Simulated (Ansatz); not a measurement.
# AlBe: the cost of one run

All numbers are computed with Ansatz 0.2.0, driven from Python. The levels of theory stand in the script.

## 1. The structure

Bond lengths: Be1–Al2 2.155 Å.

The script holds or builds the structure itself.

## 2. The script

Contents of x2c_albe.py:

```python
import ansatz
from ase import Atoms
import numpy as np

SETTINGS = {
    "xc": "hf",
}


def main() -> None:
    atoms = Atoms(["Be", "Al"], positions=[
        (0.0, 0.0, 0.0),
        (0.0, 0.0, 2.155),
    ])
    mol = ansatz.Crystal.molecule_from_ase(atoms)

    base = (
        mol.calculation()
        .functional(SETTINGS["xc"])
        .spin("collinear", total=1)
        .scf(lower_state_search="light")
        .forces()
    )
    sets = {"none": "cc-pVTZ", "scalar": "cc-pVTZ-DK"}
    found = {kind: base.basis(gaussian=basis).pseudopotentials(relativity=kind).run().report for kind, basis in sets.items()}
    for kind, each in found.items():
        dipole = 4.803205 * np.linalg.norm(each["charge_distribution"]["dipole_moment_e_ang"])
        print(f"{kind:7s} E = {each['free_energy_ev']:.4f} eV  dipole {dipole:.3f} D  largest force {np.abs(each['forces_ev_ang']).max():.4f} eV/A")
    print(f"relativity lowers the total energy by {found['none']['free_energy_ev'] - found['scalar']['free_energy_ev']:.3f} eV")


if __name__ == "__main__":
    main()
```

## 3. The calls as engine input

The engine receives this input (first run):

```yaml
crystal:
  periodic: [false, false, false]
  atoms:
    - { symbol: Be, position_ang: [0.0, 0.0, 0.0] }
    - { symbol: Al, position_ang: [0.0, 0.0, 2.155] }
basis:
  gaussian:
    orbitals: cc-pVTZ
hamiltonian:
  xc: hf
  pseudopotentials:
    relativity: none
magnetization:
  spin_polarized: true
  initial_magnetization: 1.0
scf:
  lower_state_search: light
output:
  forces: true
```

## 4. Launch

The run is started by

```bash
> python x2c_albe.py
```

Q: Estimate wall time and peak memory on 1 thread of Intel Xeon Platinum 8488C (Sapphire Rapids), shared host.

About 5.9 s, with a peak of 0.2 GiB.
